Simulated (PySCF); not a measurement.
# [Pb(OH)3]+: forces at shaken geometries

Aim: move all atoms of relaxed [Pb(OH)3]+ at random and read energies and forces. The species was built from a template and needn't be a known compound.

Method: r2SCAN, Pb def2-SVP with ECP60, O def2-SVP, H def2-SVP; scalar-relativistic core potentials, no spin–orbit coupling; program: PySCF 2.14.0.

5 further runs of the same task are left out: 2 for a known fault of the program, 1 that didn't finish, 2 set aside as unsound or not needed. Runs told in other sessions of the task aren't counted.

## Step 1: The system as given

7 atoms, charge 1, spin multiplicity 1.

Bond lengths: Pb1–O2 2.051 Å, Pb1–O4 2.051 Å, Pb1–O6 2.051 Å, O2–H3 0.980 Å, O4–H5 0.980 Å, O6–H7 0.980 Å. Angles: O2–Pb1–O4 120.0°, O2–Pb1–O6 120.0°, O4–Pb1–O6 120.0°, Pb1–O2–H3 110.2°, Pb1–O4–H5 110.2°, Pb1–O6–H7 110.2°.

Geometry (Å):

| atom | x (Å) | y (Å) | z (Å) |
| --- | --- | --- | --- |
| Pb1 | 0.0000 | 0.0000 | 0.0644 |
| O2 | 2.0217 | -0.3476 | 0.0660 |
| H3 | 2.5113 | 0.5018 | 0.0654 |
| O4 | -0.7099 | 1.9246 | 0.0660 |
| H5 | -1.6902 | 1.9239 | 0.0654 |
| O6 | -1.3118 | -1.5771 | 0.0660 |
| H7 | -0.8211 | -2.4257 | 0.0654 |

Formal oxidation states: Pb +4. An earlier session relaxed this geometry at r2SCAN, Pb def2-SVP with ECP60, O def2-SVP, H def2-SVP (singlet, point group C3h).

Its energy there is -419.802190 Eh.

## Step 2: Atoms moved at random, σ = 0.15 Å

The input, run.py (the lines that set the calculation):

```python
mol = gto.M(atom='''
Pb    -0.04155     0.11086     0.29633
O      2.04062    -0.60483     0.04509
H      2.47352     0.62672     0.24412
O     -0.50963     2.00678     0.18563
H     -1.78349     1.84287    -0.10912
O     -1.26606    -1.48956    -0.18107
H     -0.91341    -2.49283    -0.02220''',
    basis={'Pb': 'def2-SVP', 'O': 'def2-SVP', 'H': 'def2-SVP'},
    ecp={'Pb': 'def2-SVP'},
    charge=1, spin=0)
mf = dft.RKS(mol, xc='R2SCAN')
mf.grids.atom_grid = (50, 194)
mf = mf.density_fit()  # fitting sets: Pb def2-universal-JKFIT, O def2-universal-JKFIT, H def2-universal-JKFIT
mf.conv_tol = 1e-08; mf.max_cycle = 55
mf.kernel(dm0)  # dm0: the density of the relaxed state
```

The run is started by

```console
$ OMP_NUM_THREADS=2 python run.py
```

## Step 3: Atoms moved at random, σ = 0.06 Å

The input, run.py (the lines that set the calculation):

```python
mol = gto.M(atom='''
Pb     0.00326    -0.02884     0.05217
O      2.13359    -0.35969     0.12552
H      2.51380     0.46083     0.00095
O     -0.74282     1.95115     0.00867
H     -1.72396     1.92378     0.07005
O     -1.29811    -1.49809     0.02106
H     -0.88575    -2.44914     0.18036''',
    basis={'Pb': 'def2-SVP', 'O': 'def2-SVP', 'H': 'def2-SVP'},
    ecp={'Pb': 'def2-SVP'},
    charge=1, spin=0)
mf = dft.RKS(mol, xc='R2SCAN')
mf.grids.atom_grid = (50, 194)
mf = mf.density_fit()  # fitting sets: Pb def2-universal-JKFIT, O def2-universal-JKFIT, H def2-universal-JKFIT
mf.conv_tol = 1e-08; mf.max_cycle = 55
mf.kernel(dm0)  # dm0: the density of the relaxed state
```

## Step 4: Atoms moved at random, σ = 0.03 Å

The input, run.py (the lines that set the calculation):

```python
mol = gto.M(atom='''
Pb    -0.01608     0.02060     0.07028
O      2.04574    -0.28644     0.10734
H      2.54834     0.46293     0.09899
O     -0.71429     1.89493     0.06783
H     -1.72779     1.92130     0.00936
O     -1.30668    -1.57520     0.04937
H     -0.82924    -2.43813     0.05561''',
    basis={'Pb': 'def2-SVP', 'O': 'def2-SVP', 'H': 'def2-SVP'},
    ecp={'Pb': 'def2-SVP'},
    charge=1, spin=0)
mf = dft.RKS(mol, xc='R2SCAN')
mf.grids.atom_grid = (50, 194)
mf = mf.density_fit()  # fitting sets: Pb def2-universal-JKFIT, O def2-universal-JKFIT, H def2-universal-JKFIT
mf.conv_tol = 1e-08; mf.max_cycle = 55
mf.kernel(dm0)  # dm0: the density of the relaxed state
```

**Question.** What will these runs give? Wanted: for each run, σ; energy rise; harmonic estimate −½ F·u; largest force component.

The runs gave:

| σ (Å) | energy rise (eV) | harmonic estimate −½ F·u (eV) | largest force component (eV/Å) |
| --- | --- | --- | --- |
| 0.15 | 3.546 | 2.851 | 6.35 |
| 0.06 | 0.443 | 0.441 | 3.95 |
| 0.03 | 0.258 | 0.270 | 4.28 |

Every displacement raises the energy. For a harmonic well the rise equals −½ F·u; the two differ by at most 20 % here (a move with σ = 0.15 Å), from anharmonicity, the grid and the small forces left at the relaxed point. The largest moves cost over 1 eV, far outside the harmonic range, so agreement there can come from errors that cancel between squeezed and stretched bonds. The bases are small and lack diffuse functions. Spin–orbit coupling is left out.
